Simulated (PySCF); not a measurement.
# ZrB: bond curves at several levels of theory

An exercise on one series of results from a longer session: the logs are not shown, and one member is left open.

Program: PySCF 2.14.0. Level of theory: Zr x2c-TZVPPall, B x2c-TZVPPall, spin-free X2C with a Gaussian nucleus. These are calculated values, not measurements.

The first run:

Settings of the job:

```json
{
 "atoms": "Zr, B",
 "charge": "0",
 "basis": "Zr x2c-TZVPPall, B x2c-TZVPPall",
 "Hamiltonian": "spin-free X2C with a Gaussian nucleus",
 "basis functions": "110",
 "electrons treated": "45",
 "masses in u": "89.9047, 11.0093",
 "levels": "PBE0, PBE, r²SCAN, BHandHLYP, TPSS, M06, BLYP, ωB97M-V, HF, MP2, SCS-MP2, CCSD, CCSD(T)",
 "grid": "80 radial by 434 angular points",
 "occupations": "held fixed by the projection of orbital angular momentum",
 "dissociation limit": "Zr + B, each in its ground configuration",
 "starting distance in angstrom": "2.220",
 "values of 2S to try": "1, 3, 5"
}
```

Among the steps run: Input; PBE0 along the bond; Higher solutions at PBE0; PBE (GGA); r²SCAN (meta-GGA); BHandHLYP (global hybrid GGA); TPSS (meta-GGA); M06 (hybrid meta-GGA); BLYP; ωB97M-V (range-separated hybrid); UHF; Adding correlation.

One table of the session follows, with a row left open; its other results are not shown here.

It belongs to the step «Constants by level of theory». 

| level | Re (Å) | ωe (cm⁻¹) | De (eV) | μ (D) |
| --- | --- | --- | --- | --- |
| UHF | ? | ? | ? | ? |
| UHF-CCSD | 2.150 | 624 | 2.37 | n/a |
| UHF-CCSD(T) | 2.159 | 617 | 2.54 | n/a |
| PBE | 2.167 | 592 | 3.67 | -3.21 |
| BLYP | 2.185 | 574 | 2.91 | -3.17 |
| TPSS | 2.173 | 593 | 3.44 | -3.43 |
| r²SCAN | 2.161 | 607 | 3.74 | -3.49 |
| PBE0 | 2.145 | 623 | 3.31 | -3.65 |
| M06 | 2.145 | 617 | 2.42 | -3.45 |
| BHandHLYP | 2.139 | 634 | 2.19 | -4.01 |
| ωB97M-V | 2.135 | 637 | 2.54 | -3.94 |

Estimate the missing values for UHF.

The run gave: Re (Å): 2.151; ωe (cm⁻¹): 634; De (eV): 1.77; μ (D): -5.06. In the column «Re (Å)» it lies between UHF-CCSD (2.150) and UHF-CCSD(T) (2.159).

De is counted to Zr + B in their ground configurations.

To keep in mind: The state is the lowest single determinant that the PBE0 search found; with open d or f shells the true ground state can be another one.
